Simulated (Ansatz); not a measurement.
# Ti2Co: the cost of one run

Computed with Ansatz 0.2.0 (DFT PBEsol, scalar-relativistic, plane waves, PAW, unless a step's input says otherwise).

4 further runs of the same task are left out: 1 that didn't finish, 3 set aside as unsound or not needed. Runs told in other sessions of the task aren't counted.

### Step 1. The structure to begin with

Symmetry: Fd-3m, No. 227, cubic system. The conventional cell has a = 6.979 Å, b = 6.979 Å, c = 6.979 Å, α = 90.00°, β = 90.00°, γ = 90.00°. Around Ti (site symmetry -3m) lie 6 Ti at 2.47 Å and 6 Co at 2.89 Å. Around Co (site symmetry -43m) lie 12 Ti at 2.89 Å and 4 Co at 3.02 Å.

Structure file:

```
CELL_PARAMETERS angstrom
0.00000 3.48951 3.48951
3.48951 0.00000 3.48951
3.48951 3.48951 0.00000
ATOMIC_POSITIONS crystal
Ti 0.12500 0.12500 0.12500
Ti 0.62500 0.12500 0.12500
Ti 0.12500 0.12500 0.62500
Ti 0.12500 0.62500 0.12500
Co 0.50000 0.50000 0.50000
Co 0.75000 0.75000 0.75000
```

It is the result of an earlier relaxation at this level (volume 14.16 Å³/atom; gap on the mesh: none (metal), site moments up to 1.0 μB).

### Step 2. The reference cell

Reference values: F = -20079.0359 eV; pressure 0.09 GPa; largest force 0.000 eV/Å; gap on the mesh none (metal). It was computed beforehand with the settings of the runs below.

### Step 3. The scan: biaxial against axial strain

The cell is strained by p along both x and y and by q along z, with fractional coordinates fixed.

### Step 4. p = -0.080, q = -0.080

The input, input.yaml:

```yaml
crystal:
  lattice:
    - [0.0, 3.210352029, 3.210352029]
    - [3.210352029, 0.0, 3.210352029]
    - [3.210352029, 3.210352029, 0.0]
  atoms:
    - { symbol: Ti, position: [0.125, 0.125, 0.125] }
    - { symbol: Ti, position: [0.625, 0.125, 0.125] }
    - { symbol: Ti, position: [0.125, 0.125, 0.625] }
    - { symbol: Ti, position: [0.125, 0.625, 0.125] }
    - { symbol: Co, position: [0.5, 0.5, 0.5], spin: 1.11 }
    - { symbol: Co, position: [0.75, 0.75, 0.75], spin: 1.11 }
basis:
  ecutwfc: 420
kpoints:
  mp_grid: { grid: [12, 12, 12] }
hamiltonian:
  xc: pbesol
scf:
  occupations: { method: gaussian, width: 0.15 }
output:
  forces: true
  stress: true
  eigenvalues: true
  populations: true
  write_density: true
  write_potential: true
  elf: true
  volumetric_format: npy
magnetization:
  spin_polarized: true
```

The run is started by

```sh
ansatz run input.yaml --threads 2 --pin off --max-ram 5120MiB --backend cpu --events-out ev --progress --plain --runs-dir out
```

**Question.** How long does this run take on 2 threads of Intel Xeon 6975P-C (Granite Rapids), shared host, and how much memory does it need?

About 35 s, with a peak of 0.71 GiB.
